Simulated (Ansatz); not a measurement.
# CH₂F₄Sn: small, medium and large basis sets

How large a basis does CH₂F₄Sn need? Two functionals are run in growing sets.

Method: one geometry, several basis sets; program: Ansatz 0.2.0, Gaussian basis.

Plan: PBE0-D4/def2-SVP; ωB97M-V/def2-SVP; PBE0-D4/def2-QZVPP; ωB97M-V/def2-QZVPP; the functionals' def2-TZVPP values are taken from earlier runs.

### 1 The geometry

The geometry comes from an earlier relaxation with PBE0-D4 in a triple-zeta def2 set; it is a stationary point, not always the lowest conformer. Sn takes the def2 core potential; no spin-orbit term is included.

SMILES `[F][SnH2][C](F)(F)F`, 8 atoms, charge 0, spin multiplicity 1.

Atoms are counted from 1 here; the program's logs count them from 0.

Bond lengths: F1–Sn2 1.917 Å, Sn2–C3 2.202 Å, Sn2–H7 1.697 Å, Sn2–H8 1.697 Å, C3–F4 1.339 Å, C3–F5 1.347 Å, C3–F6 1.338 Å. Angles: F1–Sn2–C3 103.3°, F1–Sn2–H7 106.2°, F1–Sn2–H8 106.2°, C3–Sn2–H7 111.1°, C3–Sn2–H8 111.1°, H7–Sn2–H8 117.6°, Sn2–C3–F4 112.4°, Sn2–C3–F5 110.2°, Sn2–C3–F6 112.4°, F4–C3–F5 107.1°, F4–C3–F6 107.4°, F5–C3–F6 107.1°.

### 2 PBE0-D4 in def2-SVP

Input file in.yaml:

```yaml
crystal:
  periodic: [false, false, false]
  atoms:
    - {symbol: F, position_ang: [-1.567699, -1.712969, 0.359121]}
    - {symbol: Sn, position_ang: [0.222223, -1.052895, 0.167370]}
    - {symbol: C, position_ang: [-0.067927, 1.099479, -0.197549]}
    - {symbol: F, position_ang: [-0.773693, 1.337453, -1.309733]}
    - {symbol: F, position_ang: [1.123404, 1.711302, -0.346270]}
    - {symbol: F, position_ang: [-0.698796, 1.707668, 0.814167]}
    - {symbol: H, position_ang: [0.866551, -1.824019, -1.199689]}
    - {symbol: H, position_ang: [0.988138, -1.323219, 1.656984]}
basis:
  gaussian: {orbitals: def2-SVP}
hamiltonian: {xc: pbe0, dispersion: d4}
output: {orbitals: {seedname: orbitals}}
```

Command:

```bash
$ ansatz run in.yaml --threads 2 --pin off --events-out ev --progress --plain --max-ram 22528MiB --backend cpu
```

The runs that follow: ωB97M-V in def2-SVP; PBE0-D4 in def2-QZVPP; ωB97M-V in def2-QZVPP.

**Question.** What will the summary of the whole plan be? Wanted: PBE0-D4: double and triple zeta above quadruple; ωB97M-V: double and triple zeta above quadruple.

As calculated:

| quantity | value |
| --- | --- |
| PBE0-D4: double and triple zeta above quadruple | 15.69, 0.69 eV |
| ωB97M-V: double and triple zeta above quadruple | 15.98, 0.65 eV |

**Reading.** For PBE0-D4 the step from double to triple zeta gains 15.00 eV and the next only 0.69 eV. These are total energies; as a rule much of such shifts cancels in differences, which this series doesn't test. The LUMO of ωB97M-V is positive and keeps falling with the basis (1.00 to 0.32 eV): an unbound level that the basis holds in place.
